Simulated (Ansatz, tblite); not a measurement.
# NiI2(H2O)2 (H₄I₂NiO₂): charged states by level of theory

The task here is to estimate one member of a computed series from the others.

The runs use Ansatz 0.2.0, Gaussian basis; as each input shows.

Levels to be run: charge +1 quartet, at the geometry of the triplet (PBE0-D4/def2-TZVP, PBE-D4/def2-TZVP, r2SCAN-D4/def2-TZVP, CCSD(T)/def2-SVP); charge -1 doublet, at the geometry of the triplet (PBE0-D4/def2-TZVPD, PBE-D4/def2-TZVPD, r2SCAN-D4/def2-TZVPD); the starting triplet's energies come from earlier runs.

1 further run of the same task is left out (set aside as unsound or not needed).

## The geometry

The geometry is that of the triplet, from an earlier relaxation (PBE-D4/def2-SVP).

9 atoms, charge 0, spin multiplicity 3.

Atoms are counted from 1 here; the program's logs count them from 0.

Bond lengths: Ni1–I2 2.544 Å, Ni1–I3 2.544 Å, Ni1–O4 2.042 Å, Ni1–O7 2.042 Å, O4–H5 0.983 Å, O4–H6 0.983 Å, O7–H8 0.983 Å, O7–H9 0.983 Å. Angles: I2–Ni1–I3 135.0°, I2–Ni1–O4 94.2°, I2–Ni1–O7 94.2°, I3–Ni1–O4 94.1°, I3–Ni1–O7 94.1°, O4–Ni1–O7 158.3°, Ni1–O4–H5 104.8°, Ni1–O4–H6 104.9°, H5–O4–H6 106.1°, Ni1–O7–H8 105.0°, Ni1–O7–H9 104.9°, H8–O7–H9 106.1°.

Geometry (Å):

```xyz
9

Ni   -0.14200    0.00195   -0.09681
I    -0.67446    0.10745    2.38810
I     1.99293   -0.12275   -1.47465
O    -0.38445    2.00856   -0.38560
H     0.46744    2.31147   -0.77225
H    -0.42459    2.39145    0.51918
O    -0.53126   -1.99658   -0.24779
H    -0.59801   -2.31340    0.68061
H     0.29441   -2.38815   -0.61079
```

Formally the metal is d8. I takes a core potential in the def2 sets. No spin-orbit coupling is included.

Set-up of the first run:

The input, in.yaml:

```yaml
crystal:
  periodic: [false, false, false]
  atoms:
    - {symbol: Ni, position_ang: [-0.141997, 0.001952, -0.096813]}
    - {symbol: I, position_ang: [-0.674464, 0.107454, 2.388099]}
    - {symbol: I, position_ang: [1.992935, -0.122746, -1.474652]}
    - {symbol: O, position_ang: [-0.384448, 2.008557, -0.385599]}
    - {symbol: H, position_ang: [0.467441, 2.311471, -0.772254]}
    - {symbol: H, position_ang: [-0.424589, 2.391454, 0.519184]}
    - {symbol: O, position_ang: [-0.531265, -1.996580, -0.247787]}
    - {symbol: H, position_ang: [-0.598009, -2.313400, 0.680608]}
    - {symbol: H, position_ang: [0.294407, -2.388151, -0.610786]}
basis:
  gaussian: {orbitals: def2-TZVP}
total_charge: 1
magnetization: {spin_polarized: true, initial_magnetization: 3}
hamiltonian: {xc: pbe0, dispersion: d4}
scf: {omitted_lower_state_checks: [starts]}
output: {orbitals: {seedname: orbitals}}
```

Command:

```sh
$ ansatz run in.yaml --threads 4 --pin off --events-out ev --progress --plain --max-ram 8704MiB
```

Among the steps run: Charge +1 quartet at the fixed geometry, PBE0-D4/def2-TZVP; Charge +1 quartet at the fixed geometry, PBE-D4/def2-TZVP; Charge +1 quartet at the fixed geometry, r2SCAN-D4/def2-TZVP; Charge +1 quartet at the fixed geometry, CCSD(T)/def2-SVP.

One of the session's tables, all rows but one given; the rest of the session is left out.

It belongs to the step «Vertical ionisation energy». 

```
             method  vertical ionisation energy (eV)
        HF/def2-SVP                             8.46
   PBE-D4/def2-TZVP                                ?
r2SCAN-D4/def2-TZVP                             8.56
  PBE0-D4/def2-TZVP                             8.92
       MP2/def2-SVP                             9.03
      CCSD/def2-SVP                             8.84
   CCSD(T)/def2-SVP                             8.79
```

Q: Estimate the row for PBE-D4/def2-TZVP from the others.

The run gave: vertical ionisation energy (eV): 8.26. In the column «vertical ionisation energy (eV)» it is the lowest.

Limits of these values: The anion's highest level is positive in at least one run, so there the basis alone may hold the extra electron.
